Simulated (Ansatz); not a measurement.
# Ba2YCrC6N6: the cost of one run

Computed with Ansatz 0.2.0 (DFT PBE, scalar-relativistic, plane waves, PAW, unless a step's input says otherwise).

## (1) Starting point

The structure is cubic, space group Fm-3m (No. 225). The conventional cell has a = 10.636 Å, b = 10.636 Å, c = 10.636 Å, α = 90.00°, β = 90.00°, γ = 90.00°. Ba (site symmetry -43m) has 12 N at 3.79 Å and 12 C at 3.83 Å as nearest neighbours. Around Y (site symmetry m-3m) lie 6 N at 2.21 Å. Cr (site symmetry m-3m) has 6 C at 1.94 Å as nearest neighbours. Around C (site symmetry 4mm) lie 1 N at 1.17 Å. N (site symmetry 4mm) is surrounded by 1 C at 1.17 Å.

Structure file:

```
Ba Y Cr C N
1.0
     0.00000    5.31800    5.31800
     5.31800    0.00000    5.31800
     5.31800    5.31800    0.00000
Ba Y Cr C N
2 1 1 6 6
Direct
  0.25000 0.25000 0.25000
  0.75000 0.75000 0.75000
  0.50000 0.50000 0.50000
  0.00000 0.00000 0.00000
  0.81779 0.18221 0.18221
  0.18221 0.81779 0.18221
  0.18221 0.18221 0.81779
  0.18221 0.81779 0.81779
  0.81779 0.18221 0.81779
  0.81779 0.81779 0.18221
  0.70778 0.29222 0.29222
  0.29222 0.70778 0.29222
  0.29222 0.29222 0.70778
  0.29222 0.70778 0.70778
  0.70778 0.29222 0.70778
  0.70778 0.70778 0.29222
```

The cell is invented: cyanide-bridged rock-salt net of two metals, 2 guest cations a cell (Fm-3m, No. 225). Its size is a rough estimate.

## (2) A first look at the guess

Input file input.yaml:

```yaml
crystal:
  lattice:
    - [0.0, 5.318, 5.318]
    - [5.318, 0.0, 5.318]
    - [5.318, 5.318, 0.0]
  atoms:
    - { symbol: Ba, position: [0.25, 0.25, 0.25] }
    - { symbol: Ba, position: [0.75, 0.75, 0.75] }
    - { symbol: "Y", position: [0.5, 0.5, 0.5] }
    - { symbol: Cr, position: [0.0, 0.0, 0.0], spin: 3.0 }
    - { symbol: C, position: [0.81778864, 0.18221136, 0.18221136] }
    - { symbol: C, position: [0.18221136, 0.81778864, 0.18221136] }
    - { symbol: C, position: [0.18221136, 0.18221136, 0.81778864] }
    - { symbol: C, position: [0.18221136, 0.81778864, 0.81778864] }
    - { symbol: C, position: [0.81778864, 0.18221136, 0.81778864] }
    - { symbol: C, position: [0.81778864, 0.81778864, 0.18221136] }
    - { symbol: "N", position: [0.70778488, 0.29221512, 0.29221512] }
    - { symbol: "N", position: [0.29221512, 0.70778488, 0.29221512] }
    - { symbol: "N", position: [0.29221512, 0.29221512, 0.70778488] }
    - { symbol: "N", position: [0.29221512, 0.70778488, 0.70778488] }
    - { symbol: "N", position: [0.70778488, 0.29221512, 0.70778488] }
    - { symbol: "N", position: [0.70778488, 0.70778488, 0.29221512] }
basis:
  ecutwfc: 420
kpoints:
  mp_grid: { grid: [4, 4, 4] }
hamiltonian:
  xc: pbe
scf:
  occupations: { method: gaussian, width: 0.1 }
  lower_state_search: "off"
output:
  forces: true
  stress: true
  eigenvalues: true
  populations: true
magnetization:
  spin_polarized: true
```

The run is started by

```console
$ ansatz run input.yaml --threads 1 --pin off --max-ram 2560MiB --backend cpu --events-out ev --progress --plain --runs-dir out
```

What time and memory should one allow on 1 thread of AMD EPYC 7B13 (Zen 3), shared host?

About 39 s, with a peak of 0.88 GiB.
